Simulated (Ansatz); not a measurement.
# LaTe: the cost of one run

Program: Ansatz 0.2.0. Level of theory: DFT PBEsol, spin-orbit coupling, plane waves, PAW, and further levels as typed in the inputs. These are calculated values, not measurements.

## (1) The system as given

The structure is cubic, space group Pm-3m (No. 221). The conventional cell has a = 3.837 Å, b = 3.837 Å, c = 3.837 Å, α = 90.00°, β = 90.00°, γ = 90.00°. Around La (site symmetry m-3m) lie 8 Te at 3.32 Å. Te (site symmetry m-3m) is surrounded by 8 La at 3.32 Å.

As a file:

```
CELL_PARAMETERS angstrom
3.83722 0.00000 0.00000
0.00000 3.83722 0.00000
0.00000 0.00000 3.83722
ATOMIC_POSITIONS crystal
La 0.00000 0.00000 0.00000
Te 0.50000 0.50000 0.50000
```

## (2) Relaxing cell and atoms: LaTe, 4.4 GPa

Input file input.yaml:

```yaml
crystal:
  lattice:
    - [3.8372151394, 0.0, 0.0]
    - [0.0, 3.8372151394, 0.0]
    - [0.0, 0.0, 3.8372151394]
  atoms:
    - { symbol: La, position: [0.0, 0.0, 0.0] }
    - { symbol: Te, position: [0.5, 0.5, 0.5] }
scf:
  occupations: { method: gaussian, width: 0.05 }
output:
  forces: true
  stress: true
  eigenvalues: true
hamiltonian:
  xc: pbesol
magnetization:
  noncollinear: true
  spin_orbit: true
relax:
  f_tol: 0.005
  max_steps: 60
  cell: { stress_tol: 0.03, p_target: 4.4 }
kpoints:
  mp_grid: { grid: [12, 12, 12] }
```

The run is started by

```
$ ansatz run input.yaml --threads 4 --pin off --max-ram 8192MiB --backend cpu --events-out ev --progress --plain --runs-dir out
```

Q: Estimate wall time and peak memory on 4 threads of Intel Xeon 6975P-C (Granite Rapids), shared host.

About 37 s, with a peak of 0.83 GiB.
